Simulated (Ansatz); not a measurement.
# TiPd: stress in a strained cell

TiPd is deformed so: equal xx and yy strain of -1 %. What stress and forces result, by LAPW, PAW and all-electron datasets made for the crystal?

Computed with Ansatz 0.2.0 (DFT PBEsol, scalar-relativistic, unless a step's input says otherwise).

## Step 1: Starting point

Symmetry: Pm-3m, No. 221, cubic system. The conventional cell has a = 3.180 Å, b = 3.180 Å, c = 3.180 Å, α = 90.00°, β = 90.00°, γ = 90.00°. Ti (site symmetry m-3m) is surrounded by 8 Pd at 2.75 Å. Around Pd (site symmetry m-3m) lie 8 Ti at 2.75 Å.

Coordinates:

```cif
data_structure
_symmetry_space_group_name_H-M 'Pm-3m'
_symmetry_Int_Tables_number 221
_cell_length_a 3.1800
_cell_length_b 3.1800
_cell_length_c 3.1800
_cell_angle_alpha 90.000
_cell_angle_beta 90.000
_cell_angle_gamma 90.000
_cell_volume 32.16
loop_
_atom_site_label
_atom_site_type_symbol
_atom_site_symmetry_multiplicity
_atom_site_Wyckoff_symbol
_atom_site_fract_x
_atom_site_fract_y
_atom_site_fract_z
_atom_site_occupancy
Ti1 Ti 1 b 0.50000 0.50000 0.50000 1
Pd1 Pd 1 a 0.00000 0.00000 0.00000 1
```

The file gives the conventional cell by its symmetry; the runs use the cell typed in the input.

Atoms are numbered in the order of the input: Ti1, Pd2.

## Step 2: After the deformation

Space group Pm-3m before, P4/mmm after.

## Step 3: Full-potential LAPW

Input file input.yaml:

```yaml
crystal:
  lattice:
    - [3.1482, 0.0, 0.0]
    - [0.0, 3.1482, 0.0]
    - [0.0, 0.0, 3.18]
  atoms:
    - { symbol: Ti, position: [0.5, 0.5, 0.5] }
    - { symbol: Pd, position: [0.0, 0.0, 0.0] }
kpoints:
  mp_grid: { grid: [13, 13, 13] }
  band_path:
    path:
      - [0.0, 0.0, 0.0]
      - [0.0, 0.5, 0.0]
      - [0.5, 0.5, 0.0]
      - [0.0, 0.0, 0.0]
      - [0.0, 0.0, 0.5]
      - [0.0, 0.5, 0.5]
      - [0.5, 0.5, 0.5]
      - [0.0, 0.0, 0.5]
      - [0.0, 0.5, 0.0]
    npoints: 5
scf:
  occupations: { method: fermi_dirac, width: 0.08 }
hamiltonian:
  xc: pbesol
  pseudopotentials: { kind: all_electron, lapw: { basis_error: 0.0005 } }
output:
  forces: true
  stress: true
  eigenvalues: true
```

On the command line:

```
$ ansatz run input.yaml --threads 1 --pin off --max-ram 3072MiB --backend cpu --events-out ev --progress --plain --runs-dir out
```

## Step 4: PAW with frozen cores

Input file input.yaml:

```yaml
crystal:
  lattice:
    - [3.1482, 0.0, 0.0]
    - [0.0, 3.1482, 0.0]
    - [0.0, 0.0, 3.18]
  atoms:
    - { symbol: Ti, position: [0.5, 0.5, 0.5] }
    - { symbol: Pd, position: [0.0, 0.0, 0.0] }
kpoints:
  mp_grid: { grid: [13, 13, 13] }
scf:
  occupations: { method: fermi_dirac, width: 0.08 }
hamiltonian:
  xc: pbesol
  pseudopotentials: { kind: paw }
output:
  forces: true
  stress: true
  eigenvalues: true
  efg: { contact_densities: true }
  write_density: true
  write_potential: true
  elf: true
  volumetric_format: npy
```

## Step 5: All-electron PAW on datasets made for the crystal

input.yaml, as its differences from that of step 4:

```diff
@@ -14,3 +14,3 @@
   xc: pbesol
-  pseudopotentials: { kind: paw }
+  pseudopotentials: { kind: all_electron, datasets: crystal }
 output:
@@ -20,5 +20 @@
   efg: { contact_densities: true }
-  write_density: true
-  write_potential: true
-  elf: true
-  volumetric_format: npy
```

(Steps that only read results are left out.)

What does the calculation give? Wanted: pressure; largest shear or deviatoric stress.

The runs gave:

```
                                 quantity                                              value
                                 pressure  LAPW -3.94, PAW -3.92, crystal datasets -3.94 GPa
largest shear or deviatoric stress (LAPW)                                           0.22 GPa
```

What this shows: The largest part of the stress beyond the pressure is 0.22 GPa in size, in the zz component; the atoms are carried along and not relaxed. No run of the undeformed cell stands beside it, so the pressure holds what the given cell had before the change. PAW: stress within 0.02 GPa of LAPW. Crystal datasets: stress within 0.01 GPa of LAPW.
